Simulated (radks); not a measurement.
**Excited configurations of Cl**

One table from this session's results is given with a row withheld; the runs are named, their logs left out.

Program: radks (a radial shooting solver on a logarithmic mesh, Libxc functionals) version 1. Level of theory: non-relativistic Kohn-Sham, PBEsol, spin-polarised, spherical densities, point nucleus; open shells are filled with parallel spins first. These are calculated values, not measurements, unless marked.

2 further runs of the same task are left out: 2 that didn't finish.

### What is computed

```
element       : chlorine (Z = 17)
charge        : 0
electrons     : 17
configuration : [Ne] 3s2 3p5
```

Outer shells as boxes (Hund's rule):

Cl
```
[Ne] core
3s [↑↓]
3p [↑↓][↑↓][↑ ]
```

The first run:

Settings of this run:

```text
Z 17
configuration [Ne] 3s2 3p5
relativity non-relativistic
functional pbe_sol,pbe_sol
spin polarised
nucleus point
```

Steps of the session up to this table: Ground configuration: [Ne] 3s2 3p5.

One of the session's tables, all rows but one given; the rest of the session is left out.

It belongs to the step «Ground configuration: [Ne] 3s2 3p5». Radial moments (bohr):

```
  level     <r>  outermost maximum (interpolated)  90 % within  nodes
  2s up  0.4470                             0.364        0.699      1
2s down  0.4469                             0.364        0.699      1
  2p up       ?                                 ?            ?      ?
2p down  0.4079                             0.303        0.677      0
  3s up   1.540                              1.29         2.34      2
3s down   1.547                              1.29         2.36      2
  3p up   1.831                              1.43         2.90      1
3p down   1.859                              1.43         2.96      1
```

Estimate the missing values for 2p up.

As computed: <r>: 0.4080; outermost maximum (interpolated): 0.302; 90 % within: 0.677; nodes: 0. In the column «<r>» it lies between 2p down (0.4079) and 2s down (0.4469).

Limits of these values: Open shells are spherical and high-spin; term and fine-structure splittings are not resolved.
